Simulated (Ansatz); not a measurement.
# GaIr4: the cost of one run

Method: DFT PBE, scalar-relativistic, plane waves, PAW, in Ansatz 0.2.0.

**1. The structure to begin with**

It takes space group P-3m1 (No. 164, trigonal). The conventional cell has a = 2.894 Å, b = 2.894 Å, c = 9.307 Å, α = 90.00°, β = 90.00°, γ = 120.00°. Ga (site symmetry -3m) has 6 Ir at 2.09 Å in its first shell of neighbours. Ir (site symmetry 3m) is surrounded by 3 Ga at 2.09 Å. Ir (site symmetry 3m) is surrounded by 12 Ir at 2.81 to 2.89 Å.

Structure file:

```
Ga Ir
1.0
     2.89445    0.00000    0.00000
    -1.44723    2.50667    0.00000
     0.00000    0.00000    9.30706
Ga Ir
1 4
Direct
  0.00000 0.00000 0.00000
  0.33333 0.66667 0.86586
  0.33333 0.66667 0.37680
  0.66667 0.33333 0.13414
  0.66667 0.33333 0.62320
```

Recipe of the guess: species swapped into a database cell of Co4H (P-3m1, No. 164), with Ir on the Co sites and Ga on the H sites. Lengths come from tabulated atomic sizes and are only a guess.

**2. The guess as it stands, on a coarse mesh**

Input file input.yaml:

```yaml
crystal:
  lattice:
    - [2.89445303, 0.0, 0.0]
    - [-1.44722652, 2.50666986, 0.0]
    - [0.0, 0.0, 9.30705984]
  atoms:
    - { symbol: Ga, position: [0.0, 0.0, 0.0] }
    - { symbol: Ir, position: [0.33333333, 0.66666667, 0.86585528] }
    - { symbol: Ir, position: [0.33333333, 0.66666667, 0.37679535] }
    - { symbol: Ir, position: [0.66666667, 0.33333333, 0.13414472] }
    - { symbol: Ir, position: [0.66666667, 0.33333333, 0.62320465] }
basis:
  ecutwfc: 420
kpoints:
  mp_grid: { grid: [6, 6, 2] }
hamiltonian:
  xc: pbe
scf:
  occupations: { method: gaussian, width: 0.1 }
  lower_state_search: "off"
output:
  forces: true
  stress: true
  eigenvalues: true
```

Started as:

```
> ansatz run input.yaml --threads 1 --pin off --max-ram 2560MiB --backend cpu --events-out ev --progress --plain --runs-dir out
```

What time and memory should one allow on 1 thread of Intel Xeon at 2.50GHz (Skylake/Cascade Lake), shared host?

About 5.2 s, with a peak of 0.37 GiB.
